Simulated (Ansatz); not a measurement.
# Cl4FHOW: basis-set convergence

Aim: see how fast density functionals converge with the basis set for Cl4FHOW.

Program: Ansatz 0.2.0, Gaussian basis. Level of theory: one geometry, several basis sets. These are calculated values, not measurements.

The runs, in order: PBE0-D4/def2-SVP; ωB97M-V/def2-SVP; PBE0-D4/def2-QZVPP; ωB97M-V/def2-QZVPP; the functionals' def2-TZVPP values are taken from earlier runs.

1 further run of the same task is left out (for a known fault of the program).

### 1 The relaxed structure

The geometry comes from an earlier relaxation with PBE0-D4 in a triple-zeta def2 set; it is a stationary point, not always the lowest conformer. W takes the def2 core potential; no spin-orbit term is included.

SMILES `[OH][W]([F])([Cl])([Cl])([Cl])[Cl]`, 8 atoms, charge 0, spin multiplicity 1.

Atoms are counted from 1 here; the program's logs count them from 0.

Bond lengths: O1–W2 1.856 Å, O1–H8 0.963 Å, W2–F3 1.873 Å, W2–Cl4 2.265 Å, W2–Cl5 2.290 Å, W2–Cl6 2.298 Å, W2–Cl7 2.298 Å. Angles: W2–O1–H8 128.3°, O1–W2–F3 83.9°, O1–W2–Cl4 92.1°, O1–W2–Cl5 171.1°, O1–W2–Cl6 91.9°, O1–W2–Cl7 91.8°, F3–W2–Cl4 176.0°, F3–W2–Cl5 87.2°, F3–W2–Cl6 89.5°, F3–W2–Cl7 89.6°, Cl4–W2–Cl5 96.7°, Cl4–W2–Cl6 90.6°, Cl4–W2–Cl7 90.6°, Cl5–W2–Cl6 88.1°, Cl5–W2–Cl7 88.1°, Cl6–W2–Cl7 176.1°.

### 2 PBE0-D4 in def2-SVP

Input file in.yaml:

```yaml
crystal:
  periodic: [false, false, false]
  atoms:
    - {symbol: O, position_ang: [-0.883064, -1.273796, 0.426251]}
    - {symbol: W, position_ang: [0.086023, 0.195519, -0.163482]}
    - {symbol: F, position_ang: [0.865952, 0.112004, 1.537826]}
    - {symbol: Cl, position_ang: [-0.943767, 0.172174, -2.181149]}
    - {symbol: Cl, position_ang: [1.435460, 2.000336, -0.571664]}
    - {symbol: Cl, position_ang: [-1.489873, 1.655907, 0.650994]}
    - {symbol: Cl, position_ang: [1.764164, -1.145589, -0.978897]}
    - {symbol: H, position_ang: [-0.834885, -1.716556, 1.280120]}
basis:
  gaussian: {orbitals: def2-SVP}
hamiltonian: {xc: pbe0, dispersion: d4}
output: {orbitals: {seedname: orbitals}}
```

Launch:

```
ansatz run in.yaml --threads 4 --pin off --events-out ev --progress --plain --max-ram 11315MiB
```

After this run come: ωB97M-V in def2-SVP; PBE0-D4 in def2-QZVPP; ωB97M-V in def2-QZVPP.

Q: Predict the results of all the runs planned. Wanted: PBE0-D4: double and triple zeta above quadruple; ωB97M-V: double and triple zeta above quadruple.

As calculated:

```
                                       quantity           value
PBE0-D4: double and triple zeta above quadruple  25.61, 1.75 eV
ωB97M-V: double and triple zeta above quadruple  25.47, 1.66 eV
```

What this shows: PBE0-D4 gains 23.87 eV from double to triple zeta, then 1.75 eV more. These are total energies; as a rule much of such shifts cancels in differences, which this series doesn't test.
